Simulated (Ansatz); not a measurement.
**Ti2Cd: stress in a strained cell**

Aim: deform Ti2Cd (zz strain of -1 %) and compute stress, forces and field gradients with LAPW, PAW and all-electron datasets made for the crystal.

Method: DFT LDA, scalar-relativistic, in Ansatz 0.2.0.

### Step 1. Starting point

It takes space group I4/mmm (No. 139, tetragonal). Conventional cell: a = 2.865 Å, b = 2.865 Å, c = 13.420 Å, α = 90.00°, β = 90.00°, γ = 90.00°. Ti (site symmetry 4mm) has 8 Ti at 2.84 to 2.87 Å and 4 Cd at 3.11 Å in its first shell of neighbours. Cd (site symmetry 4/mmm) is surrounded by 4 Cd at 2.87 Å and 8 Ti at 3.11 Å.

Coordinates:

```cif
data_structure
_symmetry_space_group_name_H-M 'I4/mmm'
_symmetry_Int_Tables_number 139
_cell_length_a 2.8650
_cell_length_b 2.8650
_cell_length_c 13.4200
_cell_angle_alpha 90.000
_cell_angle_beta 90.000
_cell_angle_gamma 90.000
_cell_volume 110.15
loop_
_atom_site_label
_atom_site_type_symbol
_atom_site_symmetry_multiplicity
_atom_site_Wyckoff_symbol
_atom_site_fract_x
_atom_site_fract_y
_atom_site_fract_z
_atom_site_occupancy
Ti1 Ti 4 e 0.00000 0.00000 0.32400 1
Cd1 Cd 2 a 0.00000 0.00000 0.00000 1
```

The file gives the conventional cell by its symmetry; the runs use the cell typed in the input.

Atoms are numbered in the order of the input: Ti1, Ti2, Cd3.

### Step 2. The deformed structure

Space group I4/mmm before, I4/mmm after.

### Step 3. Full-potential LAPW

input.yaml reads:

```yaml
crystal:
  lattice:
    - [-1.4325, 1.4325, 6.6429]
    - [1.4325, -1.4325, 6.6429]
    - [1.4325, 1.4325, -6.6429]
  atoms:
    - { symbol: Ti, position: [0.324, 0.324, 0.0] }
    - { symbol: Ti, position: [0.676, 0.676, 0.0] }
    - { symbol: Cd, position: [0.0, 0.0, 0.0] }
kpoints:
  mp_grid: { grid: [16, 16, 16] }
  band_path:
    path:
      - [0.0, 0.0, 0.0]
      - [0.0, 0.0, 0.5]
      - [0.25, 0.25, 0.25]
      - [0.0, 0.5, 0.0]
      - [0.0, 0.0, 0.0]
      - [0.5, 0.5, -0.5]
      - [0.2616255589, 0.7383744411, -0.2616255589]
      - [-0.2616255589, 0.2616255589, 0.2616255589]
      - [0.0, 0.0, 0.0]
    npoints: 5
scf:
  occupations: { method: fermi_dirac, width: 0.08 }
hamiltonian:
  xc: lda
  pseudopotentials: { kind: all_electron, lapw: { basis_error: 0.001 } }
output:
  forces: true
  stress: true
  eigenvalues: true
```

The run is started by

```console
$ ansatz run input.yaml --threads 1 --pin off --max-ram 4096MiB --backend cpu --events-out ev --progress --plain --runs-dir out
```

### Step 4. PAW on the default files

input.yaml reads:

```yaml
crystal:
  lattice:
    - [-1.4325, 1.4325, 6.6429]
    - [1.4325, -1.4325, 6.6429]
    - [1.4325, 1.4325, -6.6429]
  atoms:
    - { symbol: Ti, position: [0.324, 0.324, 0.0] }
    - { symbol: Ti, position: [0.676, 0.676, 0.0] }
    - { symbol: Cd, position: [0.0, 0.0, 0.0] }
kpoints:
  mp_grid: { grid: [16, 16, 16] }
scf:
  occupations: { method: fermi_dirac, width: 0.08 }
hamiltonian:
  xc: lda
  pseudopotentials: { kind: paw }
output:
  forces: true
  stress: true
  eigenvalues: true
  efg: { contact_densities: true }
  write_density: true
  write_potential: true
  elf: true
  volumetric_format: npy
```

### Step 5. All-electron PAW on datasets made for the crystal

Edit input.yaml of step 4 so:

```diff
@@ -15,3 +15,3 @@
   xc: lda
-  pseudopotentials: { kind: paw }
+  pseudopotentials: { kind: all_electron, datasets: crystal }
 output:
@@ -21,5 +21 @@
   efg: { contact_densities: true }
-  write_density: true
-  write_potential: true
-  elf: true
-  volumetric_format: npy
```

(Steps that only read results are left out.)

Before running it: what results should come out? Wanted: pressure; largest shear or deviatoric stress.

**Answer**, as computed:

| quantity | value |
| --- | --- |
| pressure | LAPW -7.21, PAW -7.22, crystal datasets -7.21 GPa |
| largest shear or deviatoric stress (LAPW) | 0.59 GPa |

What this shows: The largest part of the stress beyond the pressure is 0.59 GPa in size, in the zz component; the atoms are carried along and not relaxed. No run of the undeformed cell stands beside it, so pressure and stress hold what the given cell had before the change, as far as its symmetry allows. PAW: stress within 0.01 GPa of LAPW, forces within 2 meV/Å. Crystal datasets: stress within 0.01 GPa of LAPW, forces within 1 meV/Å.
